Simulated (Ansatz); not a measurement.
# Li3Mg: the cost of one run

All numbers are computed with Ansatz 0.2.0 through its Python package. Level of theory: DFT r2SCAN, plane waves, PAW.

**1. The structure**

It takes space group Pm-3m (No. 221, cubic). Conventional cell: a = 4.303 Å, b = 4.303 Å, c = 4.303 Å, α = 90.00°, β = 90.00°, γ = 90.00°. Li (site symmetry 4/mmm) is surrounded by 8 Li at 3.04 Å and 4 Mg at 3.04 Å. Around Mg (site symmetry m-3m) lie 12 Li at 3.04 Å.

The script holds or builds the structure itself.

**2. The script**

File walk.py:

```python
"""A displacement scan in Li3Mg with warm starts."""

import ansatz as az
import numpy as np

KSPACING = 0.42
XC = "r2scan"
FILLING = "cold"
SIGMA = 0.1


def main() -> None:
    lattice = az.Lattice.of(
        (4.30344196, 0.0, 0.0),
        (0.0, 4.30344196, 0.0),
        (0.0, 0.0, 4.30344196),
    )
    sites = [
        ("Li", (0.5, 0.5, 0.0)),
        ("Li", (0.5, 0.0, 0.5)),
        ("Li", (0.0, 0.5, 0.5)),
        ("Mg", (0.0, 0.0, 0.0)),
    ]
    li3mg = az.Crystal(lattice=lattice)
    for symbol, position in sites:
        li3mg = li3mg.atom(symbol, position)

    start = np.array(li3mg.resolved().sites[1].position)
    previous, rows = None, []
    for step in range(4):
        target = start + step * 0.01 * np.eye(3)[2]
        calculation = (
            li3mg.move(1, to=target).calculation()
            .kpoints(spacing=KSPACING)
            .functional(XC)
            .occupations(FILLING, width=SIGMA)
            .forces()
        )
        session = calculation.session()
        if previous is not None:
            session.seed_next_step(previous)
        previous = session.plan(retain="wavefunctions").execute()
        rep = previous.report
        shift = float(np.linalg.norm((target - start) @ np.array(rep["lattice"]["cell_ang"])))
        rows.append((step, shift, rep["lagrangian_ev"], float(np.linalg.norm(rep["forces_ev_ang"][1])), rep["n_iterations"], rep["n_symmetry_ops"]))
    rows = [(row[0], row[1], 1000 * (row[2] - rows[0][2]), *row[3:]) for row in rows]
    print("          step         moved A          dE meV  force on it eV/A      iterations  symmetry operations")
    for row in rows:
        print(f"{str(row[0]):>14s}  {row[1]:14.4f}  {row[2]:14.3f}  {row[3]:16.4f}  {row[4]:14d}  {row[5]:19d}")


if __name__ == "__main__":
    main()
```

**3. The input behind the calls**

The package turns the script's settings into the engine's input (first run):

```yaml
crystal:
  lattice:
    - [4.30344196, 0.0, 0.0]
    - [0.0, 4.30344196, 0.0]
    - [0.0, 0.0, 4.30344196]
  atoms:
    - { symbol: Li, position: [0.5, 0.5, 0.0] }
    - { symbol: Li, position: [0.5, 0.0, 0.5] }
    - { symbol: Li, position: [0.0, 0.5, 0.5] }
    - { symbol: Mg, position: [0.0, 0.0, 0.0] }
kpoints:
  mp_grid:
    kspacing: 0.42
hamiltonian:
  xc: r2scan
scf:
  occupations:
    method: cold
    width: 0.1
output:
  forces: true
```

**4. Running it**

Started as:

```bash
python walk.py
```

Q: Estimate wall time and peak memory on 1 thread of Arm Neoverse V2, shared host.

About 20 s, with a peak of 0.54 GiB.
